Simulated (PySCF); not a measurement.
# As, As⁺: ionisation energy in cc-pVTZ-PP with ECP10

Wanted: the ionisation energy of arsenic, up a ladder of methods.

Program: PySCF 2.14.0. Level of theory: unrestricted determinants in a Gaussian basis, no spin-orbit coupling in the energies. These are calculated values, not measurements, unless marked.

**1. What is computed**

* Element: arsenic (Z = 33)
* Basis: cc-pVTZ-PP with ECP10MDF (5s4p3d1f, 39 functions)
* Hamiltonian: a scalar-relativistic core potential
* State 1: As: [Ar] 3d10 4s2 4p3, high-spin 4S determinant
* State 2: As⁺: [Ar] 3d10 4s2 4p2, high-spin 3P determinant
* Methods: UHF, r2SCAN, LDA, MP2, CCSD(T)
* Core shells frozen in the correlated runs: valence: 3s2 3p6 3d10 (for As)

The outer shells:

As [Ar] 3d10 4s2 4p3
```
[Ar] core
3d [↑↓][↑↓][↑↓][↑↓][↑↓]
4s [↑↓]
4p [↑ ][↑ ][↑ ]
```

As+ [Ar] 3d10 4s2 4p2
```
[Ar] core
3d [↑↓][↑↓][↑↓][↑↓][↑↓]
4s [↑↓]
4p [↑ ][↑ ][  ]
```

One driver process ran all states and methods and kept the integrals in memory. Each run is shown as a PySCF script that sums up its settings (the driver passes frozen orbitals as a list and adds second-order terms of double hybrids); the logs are those of the runs themselves. The driver starts from symmetry-adapted Hartree-Fock orbitals, holds the occupation by maximum overlap and uses a logarithmic radial grid for functionals, so a plain start would take other cycles.

The driver's launch:

```console
OMP_NUM_THREADS=1 python atomrun2.py TASK.json OUT
```

The integrals over 39 functions and the set-up took 0.29 s of CPU time.

**2. As: the ladder of methods**

UHF:

Contents of input.py:

```python
from pyscf import gto, scf, dft, mp, cc
import basis_set_exchange as bse
txt = bse.get_basis("cc-pVTZ-PP", elements=["As"], fmt="nwchem", header=False)
cut = txt.index("\nECP")
mol = gto.M(atom="As 0 0 0", charge=0, spin=3, symmetry="D2h",
            basis=gto.basis.parse(txt[:cut]),
            ecp={"As": gto.basis.parse_ecp(txt[cut:])})
mf = scf.UHF(mol)
mf.irrep_nelec = {'Ag': (4, 4), 'B1g': (1, 1), 'B2g': (1, 1), 'B3g': (1, 1), 'B1u': (2, 1), 'B2u': (2, 1), 'B3u': (2, 1)}
mf.kernel()
```

What it wrote:

```text
damping factor = 0
level_shift factor = 0
DIIS = <class 'pyscf.scf.diis.CDIIS'>
diis_start_cycle = 1
diis_space = 10
diis_damp = 0
SCF conv_tol = 1e-09
SCF conv_tol_grad = None
number electrons alpha = 13  beta = 10
cycle= 1 E= -331.210152564989  delta_E= -1.71e-11  |g|= 1.08e-06  |ddm|= 2e-05
converged SCF energy = -331.210152564989  <S^2> = 3.7511629  2S+1 = 4.0005814
```

It took 0.12 s on 1 thread of Neoverse-V1, shared host, the integrals not counted.

Orbital energies by shell (radii are means over both spins):

```tsv
shell	electrons	mean orbital energy (eV)	spread (eV)	rms radius (bohr)
3s α	1	-220.24	0	0.641
3s β	1	-219.82	0	0.641
3p α	3	-163.50	0	0.668
3p β	3	-163.01	0	0.668
3d α	5	-56.514	0	0.744
3d β	5	-56.210	0	0.744
4s α	1	-22.647	0	2.14
4s β	1	-15.607	0	2.14
4p α	3	-10.040	0	2.71
```

⟨S²⟩ = 3.751, ⟨L²⟩ = 0.00.

Energies and moments cover only the electrons outside the core potential.

r2SCAN:

Changes to input.py:

```diff
@@ -7,3 +7,3 @@
             ecp={"As": gto.basis.parse_ecp(txt[cut:])})
-mf = scf.UHF(mol)
+mf = dft.UKS(mol, xc="R2SCAN")
 mf.irrep_nelec = {'Ag': (4, 4), 'B1g': (1, 1), 'B2g': (1, 1), 'B3g': (1, 1), 'B1u': (2, 1), 'B2u': (2, 1), 'B3u': (2, 1)}
```

What it wrote:

```text
damping factor = 0
level_shift factor = 0
DIIS = <class 'pyscf.scf.diis.CDIIS'>
diis_start_cycle = 1
diis_space = 10
diis_damp = 0
SCF conv_tol = 1e-09
SCF conv_tol_grad = None
number electrons alpha = 13  beta = 10
XC functionals = R2SCAN
    J. W. Furness, A. D. Kaplan, J. Ning, J. P. Perdew, and J. Sun.,  J. Phys. Chem. Lett. 11, 8208-8215 (2020)
    J. W. Furness, A. D. Kaplan, J. Ning, J. P. Perdew, and J. Sun.,  J. Phys. Chem. Lett. 11, 9248-9248 (2020)
    J. W. Furness, A. D. Kaplan, J. Ning, J. P. Perdew, and J. Sun.,  J. Phys. Chem. Lett. 11, 8208-8215 (2020)
    J. W. Furness, A. D. Kaplan, J. Ning, J. P. Perdew, and J. Sun.,  J. Phys. Chem. Lett. 11, 9248-9248 (2020)
cycle= 1 E= -332.300367852306  delta_E= -0.00604  |g|= 0.08  |ddm|= 0.296
cycle= 2 E= -332.300828317184  delta_E= -0.00046  |g|= 0.0595  |ddm|= 0.123
cycle= 3 E= -332.301520838076  delta_E= -0.000693  |g|= 0.00322  |ddm|= 0.0534
cycle= 4 E= -332.301525033594  delta_E= -4.2e-06  |g|= 0.000168  |ddm|= 0.00632
cycle= 5 E= -332.301525078712  delta_E= -4.51e-08  |g|= 2.13e-05  |ddm|= 0.00165
cycle= 6 E= -332.301525079132  delta_E= -4.2e-10  |g|= 5.67e-07  |ddm|= 0.00017
converged SCF energy = -332.301525079132  <S^2> = 3.7508292  2S+1 = 4.0004146
```

Time after the integrals: 0.76 s (1 thread of Neoverse-V1, shared host).

LDA:

Changes to input.py:

```diff
@@ -7,3 +7,3 @@
             ecp={"As": gto.basis.parse_ecp(txt[cut:])})
-mf = dft.UKS(mol, xc="R2SCAN")
+mf = dft.UKS(mol, xc="LDA,VWN")
 mf.irrep_nelec = {'Ag': (4, 4), 'B1g': (1, 1), 'B2g': (1, 1), 'B3g': (1, 1), 'B1u': (2, 1), 'B2u': (2, 1), 'B3u': (2, 1)}
```

What it wrote:

```text
damping factor = 0
level_shift factor = 0
DIIS = <class 'pyscf.scf.diis.CDIIS'>
diis_start_cycle = 1
diis_space = 10
diis_damp = 0
SCF conv_tol = 1e-09
SCF conv_tol_grad = None
number electrons alpha = 13  beta = 10
XC functionals = LDA,VWN
    P. A. M. Dirac.,  Math. Proc. Cambridge Philos. Soc. 26, 376 (1930)
    F. Bloch.,  Z. Phys. 57, 545 (1929)
    S. H. Vosko, L. Wilk, and M. Nusair.,  Can. J. Phys. 58, 1200 (1980)
cycle= 1 E= -331.900427618719  delta_E= -0.0123  |g|= 0.156  |ddm|= 0.534
cycle= 2 E= -331.901661018595  delta_E= -0.00123  |g|= 0.125  |ddm|= 0.211
cycle= 3 E= -331.90469906241  delta_E= -0.00304  |g|= 0.00736  |ddm|= 0.117
cycle= 4 E= -331.904728705061  delta_E= -2.96e-05  |g|= 9.74e-05  |ddm|= 0.0204
cycle= 5 E= -331.904728706924  delta_E= -1.86e-09  |g|= 3.85e-06  |ddm|= 0.00012
cycle= 6 E= -331.904728706927  delta_E= -3.13e-12  |g|= 7.09e-08  |ddm|= 3.49e-06
converged SCF energy = -331.904728706927  <S^2> = 3.7504758  2S+1 = 4.0002379
```

It took 0.23 s on 1 thread of Neoverse-V1, shared host, the integrals not counted.

MP2 (valence):

Changes to input.py:

```diff
@@ -7,4 +7,5 @@
             ecp={"As": gto.basis.parse_ecp(txt[cut:])})
-mf = dft.UKS(mol, xc="LDA,VWN")
+mf = scf.UHF(mol)
 mf.irrep_nelec = {'Ag': (4, 4), 'B1g': (1, 1), 'B2g': (1, 1), 'B3g': (1, 1), 'B1u': (2, 1), 'B2u': (2, 1), 'B3u': (2, 1)}
 mf.kernel()
+mp.UMP2(mf, frozen=9).kernel()
```

No log was kept for this step.

It took 0.02 s on 1 thread of Neoverse-V1, shared host, the integrals not counted.

With 5 electrons correlated, the MP2 correlation energy is -0.07142 hartree (-0.01920 same spin, -0.05222 opposite spin); the SCS form gives -0.06906. Largest pairs of shells: 4s-4p -0.0464, 4p-4p -0.0153, 4s-4s -0.0097.

CCSD(T) (valence):

Changes to input.py:

```diff
@@ -10,2 +10,3 @@
 mf.kernel()
-mp.UMP2(mf, frozen=9).kernel()
+mycc = cc.CCSD(mf, frozen=9).run()
+mycc.ccsd_t()
```

What it wrote:

```text
CC2 = 0
CCSD nocc = (np.int64(4), np.int64(1)), nmo = (30, 30)
frozen orbitals [[0, 1, 2, 3, 4, 5, 6, 7, 8], [0, 1, 2, 3, 4, 5, 6, 7, 8]]
max_cycle = 100
direct = 0
conv_tol = 1e-08
conv_tol_normt = 1e-06
diis_space = 8
diis_start_cycle = 0
Init t2, MP2 energy = -0.071420501010906
Init E_corr(UCCSD) = -0.071420501011774
cycle = 1  E_corr(UCCSD) = -0.0827027281722158  dE = -0.0112822272  norm(t1,t2) = 0.0371381
cycle = 2  E_corr(UCCSD) = -0.0848152295996862  dE = -0.00211250143  norm(t1,t2) = 0.00990381
cycle = 3  E_corr(UCCSD) = -0.0855804063554184  dE = -0.000765176756  norm(t1,t2) = 0.00339491
cycle = 4  E_corr(UCCSD) = -0.0855689172325386  dE = 1.14891229e-05  norm(t1,t2) = 0.000474261
cycle = 5  E_corr(UCCSD) = -0.0855685797329393  dE = 3.37499599e-07  norm(t1,t2) = 5.53252e-05
cycle = 6  E_corr(UCCSD) = -0.085568404112485  dE = 1.75620454e-07  norm(t1,t2) = 1.44359e-05
cycle = 7  E_corr(UCCSD) = -0.0855685637093149  dE = -1.5959683e-07  norm(t1,t2) = 3.14826e-06
cycle = 8  E_corr(UCCSD) = -0.0855685156326106  dE = 4.80767043e-08  norm(t1,t2) = 3.41721e-07
cycle = 9  E_corr(UCCSD) = -0.0855685194548833  dE = -3.82227271e-09  norm(t1,t2) = 4.91859e-08
UCCSD converged
E(UCCSD) = -331.2957210844435  E_corr = -0.08556851945488332
UCCSD(T) correction = -0.00278719835616854
```

Time after the integrals: 0.39 s (1 thread of Neoverse-V1, shared host).

CCSD correlation -0.08557 hartree, triples -0.00279; total -331.298508. T1 = 0.004, largest double amplitude 0.053.

Radial density 4πr²ρ of As at UHF, the electrons outside the core potential:

```tsv
r (bohr)	density	spin density
0.000991	2.98e-05	0.000
0.00167	8.37e-05	0.000
0.00280	0.000232	0.000
0.00471	0.000625	0.000
0.00793	0.00156	0.000
0.0133	0.00346	0.000
0.0224	0.00698	0.000
0.0377	0.0143	0.000
0.0635	0.0648	0.000
0.107	0.553	-0.001
0.180	3.77	-0.003
0.302	16.4	0.064
0.508	30.8	0.136
0.855	13.6	0.014
1.44	3.47	0.969
2.42	1.99	1.266
4.07	0.344	0.284
6.84	0.00843	0.008
```

**3. As⁺, method by method**

UHF:

Contents of input.py:

```python
from pyscf import gto, scf, dft, mp, cc
import basis_set_exchange as bse
txt = bse.get_basis("cc-pVTZ-PP", elements=["As"], fmt="nwchem", header=False)
cut = txt.index("\nECP")
mol = gto.M(atom="As 0 0 0", charge=1, spin=2, symmetry="D2h",
            basis=gto.basis.parse(txt[:cut]),
            ecp={"As": gto.basis.parse_ecp(txt[cut:])})
mf = scf.UHF(mol)
mf.irrep_nelec = {'Ag': (4, 4), 'B1g': (1, 1), 'B2g': (1, 1), 'B3g': (1, 1), 'B1u': (2, 1), 'B2u': (2, 1), 'B3u': (1, 1)}
mf.kernel()
```

What it wrote:

```text
damping factor = 0
level_shift factor = 0
DIIS = <class 'pyscf.scf.diis.CDIIS'>
diis_start_cycle = 1
diis_space = 10
diis_damp = 0
SCF conv_tol = 1e-09
SCF conv_tol_grad = None
number electrons alpha = 12  beta = 10
cycle= 1 E= -330.863367489651  delta_E= -0.00332  |g|= 0.0206  |ddm|= 0.0634
cycle= 2 E= -330.863767478147  delta_E= -0.0004  |g|= 0.00744  |ddm|= 0.0224
cycle= 3 E= -330.863828811187  delta_E= -6.13e-05  |g|= 0.00039  |ddm|= 0.0142
cycle= 4 E= -330.863828966694  delta_E= -1.56e-07  |g|= 7.38e-05  |ddm|= 0.00152
cycle= 5 E= -330.863828969811  delta_E= -3.12e-09  |g|= 2.07e-05  |ddm|= 0.000222
cycle= 6 E= -330.863828970322  delta_E= -5.11e-10  |g|= 2.86e-06  |ddm|= 0.000108
converged SCF energy = -330.863828970322  <S^2> = 2.0090788  2S+1 = 3.0060464
```

Time after the integrals: 0.16 s (1 thread of Neoverse-V1, shared host).

Orbital energies by shell (radii are means over both spins):

```tsv
shell	electrons	mean orbital energy (eV)	spread (eV)	rms radius (bohr)
3s α	1	-230.27	0	0.641
3s β	1	-229.92	0	0.641
3p α	3	-173.49	0.014	0.668
3p β	3	-173.09	0.594	0.668
3d α	5	-66.532	0.323	0.743
3d β	5	-66.282	0.586	0.743
4s α	1	-30.448	0	2.05
4s β	1	-25.320	0	2.05
4p α	2	-18.440	0	2.49
```

⟨S²⟩ = 2.009, ⟨L²⟩ = 2.03.

Energies and moments cover only the electrons outside the core potential.

r2SCAN:

Changes to input.py:

```diff
@@ -7,3 +7,3 @@
             ecp={"As": gto.basis.parse_ecp(txt[cut:])})
-mf = scf.UHF(mol)
+mf = dft.UKS(mol, xc="R2SCAN")
 mf.irrep_nelec = {'Ag': (4, 4), 'B1g': (1, 1), 'B2g': (1, 1), 'B3g': (1, 1), 'B1u': (2, 1), 'B2u': (2, 1), 'B3u': (1, 1)}
```

What it wrote:

```text
damping factor = 0
level_shift factor = 0
DIIS = <class 'pyscf.scf.diis.CDIIS'>
diis_start_cycle = 1
diis_space = 10
diis_damp = 0
SCF conv_tol = 1e-09
SCF conv_tol_grad = None
number electrons alpha = 12  beta = 10
XC functionals = R2SCAN
    J. W. Furness, A. D. Kaplan, J. Ning, J. P. Perdew, and J. Sun.,  J. Phys. Chem. Lett. 11, 8208-8215 (2020)
    J. W. Furness, A. D. Kaplan, J. Ning, J. P. Perdew, and J. Sun.,  J. Phys. Chem. Lett. 11, 9248-9248 (2020)
    J. W. Furness, A. D. Kaplan, J. Ning, J. P. Perdew, and J. Sun.,  J. Phys. Chem. Lett. 11, 8208-8215 (2020)
    J. W. Furness, A. D. Kaplan, J. Ning, J. P. Perdew, and J. Sun.,  J. Phys. Chem. Lett. 11, 9248-9248 (2020)
cycle= 1 E= -331.930117305309  delta_E= -0.0075  |g|= 0.0812  |ddm|= 0.308
cycle= 2 E= -331.930646439774  delta_E= -0.000529  |g|= 0.0598  |ddm|= 0.125
cycle= 3 E= -331.931341026234  delta_E= -0.000695  |g|= 0.00173  |ddm|= 0.0583
cycle= 4 E= -331.931342401754  delta_E= -1.38e-06  |g|= 0.000272  |ddm|= 0.00357
cycle= 5 E= -331.931342438851  delta_E= -3.71e-08  |g|= 9.37e-06  |ddm|= 0.000657
cycle= 6 E= -331.931342438921  delta_E= -7.05e-11  |g|= 4.22e-07  |ddm|= 6.9e-05
converged SCF energy = -331.931342438921  <S^2> = 2.0041414  2S+1 = 3.0027596
```

It took 0.75 s on 1 thread of Neoverse-V1, shared host, the integrals not counted.

LDA:

Changes to input.py:

```diff
@@ -7,3 +7,3 @@
             ecp={"As": gto.basis.parse_ecp(txt[cut:])})
-mf = dft.UKS(mol, xc="R2SCAN")
+mf = dft.UKS(mol, xc="LDA,VWN")
 mf.irrep_nelec = {'Ag': (4, 4), 'B1g': (1, 1), 'B2g': (1, 1), 'B3g': (1, 1), 'B1u': (2, 1), 'B2u': (2, 1), 'B3u': (1, 1)}
```

What it wrote:

```text
damping factor = 0
level_shift factor = 0
DIIS = <class 'pyscf.scf.diis.CDIIS'>
diis_start_cycle = 1
diis_space = 10
diis_damp = 0
SCF conv_tol = 1e-09
SCF conv_tol_grad = None
number electrons alpha = 12  beta = 10
XC functionals = LDA,VWN
    P. A. M. Dirac.,  Math. Proc. Cambridge Philos. Soc. 26, 376 (1930)
    F. Bloch.,  Z. Phys. 57, 545 (1929)
    S. H. Vosko, L. Wilk, and M. Nusair.,  Can. J. Phys. 58, 1200 (1980)
cycle= 1 E= -331.533383911889  delta_E= -0.0122  |g|= 0.156  |ddm|= 0.505
cycle= 2 E= -331.534781501345  delta_E= -0.0014  |g|= 0.122  |ddm|= 0.221
cycle= 3 E= -331.537648343037  delta_E= -0.00287  |g|= 0.00397  |ddm|= 0.121
cycle= 4 E= -331.537654558965  delta_E= -6.22e-06  |g|= 4.62e-05  |ddm|= 0.00974
cycle= 5 E= -331.53765455996  delta_E= -9.95e-10  |g|= 3.64e-06  |ddm|= 8.93e-05
converged SCF energy = -331.53765455996  <S^2> = 2.0008592  2S+1 = 3.0005727
```

It took 0.2 s on 1 thread of Neoverse-V1, shared host, the integrals not counted.

MP2 (valence):

Changes to input.py:

```diff
@@ -7,4 +7,5 @@
             ecp={"As": gto.basis.parse_ecp(txt[cut:])})
-mf = dft.UKS(mol, xc="LDA,VWN")
+mf = scf.UHF(mol)
 mf.irrep_nelec = {'Ag': (4, 4), 'B1g': (1, 1), 'B2g': (1, 1), 'B3g': (1, 1), 'B1u': (2, 1), 'B2u': (2, 1), 'B3u': (1, 1)}
 mf.kernel()
+mp.UMP2(mf, frozen=9).kernel()
```

No log was kept for this step.

It took 0.01 s on 1 thread of Neoverse-V1, shared host, the integrals not counted.

With 4 electrons correlated, the MP2 correlation energy is -0.05404 hartree (-0.00899 same spin, -0.04505 opposite spin); the SCS form gives -0.05706. Largest pairs of shells: 4s-4p -0.0334, 4s-4s -0.0154, 4p-4p -0.0053.

CCSD(T) (valence):

Changes to input.py:

```diff
@@ -10,2 +10,3 @@
 mf.kernel()
-mp.UMP2(mf, frozen=9).kernel()
+mycc = cc.CCSD(mf, frozen=9).run()
+mycc.ccsd_t()
```

What it wrote:

```text
CC2 = 0
CCSD nocc = (np.int64(3), np.int64(1)), nmo = (30, 30)
frozen orbitals [[0, 1, 2, 3, 4, 5, 6, 7, 8], [0, 1, 2, 3, 4, 5, 6, 7, 8]]
max_cycle = 100
direct = 0
conv_tol = 1e-08
conv_tol_normt = 1e-06
diis_space = 8
diis_start_cycle = 0
Init t2, MP2 energy = -0.05404423400004
Init E_corr(UCCSD) = -0.0540442340056521
cycle = 1  E_corr(UCCSD) = -0.0650874787614029  dE = -0.0110432448  norm(t1,t2) = 0.0425748
cycle = 2  E_corr(UCCSD) = -0.0678946855678806  dE = -0.00280720681  norm(t1,t2) = 0.0154441
cycle = 3  E_corr(UCCSD) = -0.0694378053190512  dE = -0.00154311975  norm(t1,t2) = 0.00678134
cycle = 4  E_corr(UCCSD) = -0.0694226753299885  dE = 1.51299891e-05  norm(t1,t2) = 0.00111132
cycle = 5  E_corr(UCCSD) = -0.069428997849223  dE = -6.32251923e-06  norm(t1,t2) = 0.000141787
cycle = 6  E_corr(UCCSD) = -0.0694275658227634  dE = 1.43202646e-06  norm(t1,t2) = 2.8754e-05
cycle = 7  E_corr(UCCSD) = -0.0694282546245321  dE = -6.88801769e-07  norm(t1,t2) = 3.68143e-06
cycle = 8  E_corr(UCCSD) = -0.0694280646391118  dE = 1.8998542e-07  norm(t1,t2) = 7.43665e-07
cycle = 9  E_corr(UCCSD) = -0.0694280879870796  dE = -2.33479678e-08  norm(t1,t2) = 1.45651e-07
cycle = 10  E_corr(UCCSD) = -0.0694280895219817  dE = -1.53490208e-09  norm(t1,t2) = 2.98942e-08
UCCSD converged
E(UCCSD) = -330.9332570598442  E_corr = -0.06942808952198165
UCCSD(T) correction = -0.00163150430346942
```

It took 0.36 s on 1 thread of Neoverse-V1, shared host, the integrals not counted.

CCSD correlation -0.06943 hartree, triples -0.00163; total -330.934889. T1 = 0.007, largest double amplitude 0.091.

Radial density 4πr²ρ of As⁺ at UHF, the electrons outside the core potential:

```tsv
r (bohr)	density	spin density
0.000991	3.01e-05	0.000
0.00167	8.46e-05	0.000
0.00280	0.000235	0.000
0.00471	0.000631	0.000
0.00793	0.00158	0.000
0.0133	0.00349	0.000
0.0224	0.00704	0.000
0.0377	0.0144	0.000
0.0635	0.0649	0.000
0.107	0.554	-0.001
0.180	3.77	-0.002
0.302	16.4	0.055
0.508	30.8	0.112
0.855	13.6	0.014
1.44	3.35	0.773
2.42	1.58	0.874
4.07	0.166	0.125
6.84	0.00295	0.003
```

**4. How the shells move**

Highest occupied Hartree-Fock shell of each state: As 4p α at -10.040 eV; As⁺ 4p α at -18.440 eV.

**5. Differences of total energies**

Ionisation energy: As [Ar] 3d10 4s2 4p3 (4S) → As⁺ [Ar] 3d10 4s2 4p2 (3P).

```tsv
method	value (eV)	error (eV)	CPU time, both states (s)
UHF	9.424	-0.584	0.28
r2SCAN	10.073	+0.066	1.5
LDA	9.989	-0.019	0.43
MP2 (valence)	9.897	-0.111	0.31
SCS-MP2 (valence)	9.751	-0.257	0.31
CCSD (valence)	9.863	-0.144	
CCSD(T) (valence)	9.895	-0.113	1.1
```

Reference: 10.008 eV (measured; NIST levels, between the centres of gravity of the two terms). Errors of the correlated levels include the incompleteness of this basis.

Times are CPU seconds on a shared host without the integrals; correlated rows include their Hartree-Fock run, whose time holds the symmetry-adapted start and any spin-orbit constants, while functionals begin from orbitals already made.

**6. Results**

| quantity | value |
| --- | --- |
| ionisation energy, As | UHF 9.424, CCSD(T) (valence) 9.895 eV; reference 10.008 |

Each level's miss and price (over 1 difference):

```tsv
method	mean absolute miss against the measured value (with the measured fine structure taken into account where it is known) (eV)	CPU time, both states (s)
UHF	0.584	0.28
r2SCAN	0.066	1.5
LDA	0.019	0.43
MP2 (valence)	0.111	0.31
SCS-MP2 (valence)	0.257	0.31
CCSD (valence)	0.144	
CCSD(T) (valence)	0.113	1.1
```

Against experiment LDA comes closest (off by 0.02 eV) and UHF is farthest (0.58 eV). Hartree-Fock falls short because the species with more electrons holds more correlation energy, which it lacks. LDA is off by -0.02 eV. The basis is finite, and no extrapolation was made. The dearest level timed, r2SCAN, costs 5.4 times the cheapest, UHF, and differs from the measured value (with the measured fine structure taken into account where it is known) by 0.07 against 0.58 eV.
